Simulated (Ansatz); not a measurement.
Relaxation of a periodic cell of 13 atoms, LiRu12 (host Ru, host structure hcp, interstitial Li), to a largest force component of 0.08 eV/Å in at most 25 steps.

Computed with DFT r2SCAN-D3(BJ), scalar-relativistic, plane waves, PAW (Ansatz). Settings: cutoff 500 eV, k mesh 2x2x3, fermi-dirac smearing 0.1 eV, no spin polarisation.

```xyz
13
Lattice="5.4000 0.0000 0.0000 -4.0500 7.0148 0.0000 0.0000 0.0000 4.2768" Properties=species:S:1:pos:R:3
Ru 0.000 0.000 0.000
Ru 0.000 1.559 2.138
Ru -1.350 2.338 0.000
Ru -1.350 3.897 2.138
Ru -2.700 4.677 0.000
Ru -2.700 6.235 2.138
Ru 2.700 0.000 0.000
Ru 2.700 1.559 2.138
Ru 1.350 2.338 0.000
Ru 1.350 3.897 2.138
Ru 0.000 4.677 0.000
Ru 0.000 6.235 2.138
Li 1.313 0.745 3.199
```

Problem. Where does it end, and by what steps?

Solution. It converged. The threshold is loose, so the end isn't yet a minimum. Limits of this set-up: coarse k mesh, a small cell, in which the defect meets its images. After 4 steps the energy has fallen by 2.260 eV; Ru6 moved furthest, 0.19 Å.

```csv
step,energy less start (eV),largest force component (eV/Å),accepted
0,0.0000,4.398,yes
1,-1.7922,1.531,yes
2,-2.2276,0.456,yes
3,-2.1925,0.505,no
4,-2.2599,0.078,yes
```

```xyz
13
Lattice="5.4000 0.0000 0.0000 -4.0500 7.0148 0.0000 0.0000 0.0000 4.2768" Properties=species:S:1:pos:R:3
Ru -0.105 -0.086 0.125
Ru -0.101 1.632 2.016
Ru -1.342 2.370 -0.069
Ru -1.352 3.906 2.178
Ru -2.706 4.670 -0.059
Ru -2.698 6.093 2.012
Ru 2.799 -0.060 0.117
Ru 2.795 1.640 2.033
Ru 1.356 2.466 0.114
Ru 1.351 3.902 2.192
Ru -0.001 4.665 -0.042
Ru -0.011 6.202 2.211
Li 1.328 0.759 3.202
```

Whether the end is a true minimum wasn't checked by a vibrational analysis.

The run took 33 s on 4 threads of Intel(R) Xeon(R) Platinum 8488C (Sapphire Rapids), on a shared host, peak memory 1.1 GiB.
